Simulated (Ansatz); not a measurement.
Crystal: NaLaMnMoO6.

```
Na La Mn Mo O
1.0
     3.79453   -3.84926   -0.00008
     3.79453    3.84926   -0.00008
    -0.04604    0.00000    8.22029
Na La Mn Mo O
2 2 2 2 12
Direct
  0.50640 0.49360 0.75000
  0.49360 0.50640 0.25000
  0.01239 0.98761 0.75000
  0.98761 0.01239 0.25000
  0.00000 0.50000 0.50000
  0.50000 0.00000 0.00000
  0.50000 0.00000 0.50000
  0.00000 0.50000 0.00000
  0.54302 0.05203 0.73247
  0.45698 0.94797 0.26753
  0.27994 0.71875 0.54832
  0.72006 0.28125 0.45168
  0.79897 0.79494 0.49934
  0.20103 0.20506 0.50066
  0.05203 0.54302 0.23247
  0.94797 0.45698 0.76753
  0.79494 0.79897 0.99934
  0.20506 0.20103 0.00066
  0.28125 0.72006 0.95168
  0.71875 0.27994 0.04832
```

The cell was built by a generator and needn't be a form met in nature.

Base run:

| Item | Value |
| --- | --- |
| Program | Ansatz 0.2.0 |
| Functional | revPBE |
| Potentials or basis | Ansatz PAW |
| Cutoff | 420 eV (not typed: the program's choice for these potentials) |
| k mesh | 5 × 5 × 4 |
| Occupations | fermi-dirac, width 0.05 eV |
| Spin | collinear spin, ferromagnetic start |
| Starting moments | [0.0, 0.0, 0.0, 0.0, 4.0, 4.0, 1.0, 1.0, 0.0, 0.0, 0.0, 0.0, 0.0, 0.0, 0.0, 0.0, 0.0, 0.0, 0.0, 0.0] μB |

Its results: band gap on the k mesh none (metal or under the smearing width); pressure 3.3 GPa; net moment 6.89 μB per cell; site moments Na -0.00; La -0.01; Mn +3.08; Mo -0.18; O +0.05, +0.02 μB; largest force 0.054 eV/Å.

Q: The run is repeated on the same cell with these changes: functional from revPBE to PBE; potentials or basis from Ansatz PAW to PseudoDojo standard (PBE files); cutoff from 420 eV (not typed: the program's choice for these potentials) to 1497 eV. What comes out?

A: Band gap on the k mesh none (metal or under the smearing width); pressure 0.0 GPa; net moment 7.06 μB per cell; site moments Na -0.00; La -0.01; Mn +3.13; Mo -0.17; O +0.06, +0.02 μB; largest force 0.089 eV/Å.

Caveats: semilocal functionals often make such compounds metallic where correlation or magnetic order opens a gap, which also shifts bond lengths; only a ferromagnetic start was run, and an antiferromagnetic order may lie lower in energy; spin-orbit coupling is left out, which moves the levels of the heavy elements (some runs); the PAW data sets come from PBE, with cores solved anew for the run's functional, which leaves a small shift of forces and pressure (some runs); the starting moments weren't kept (some runs).
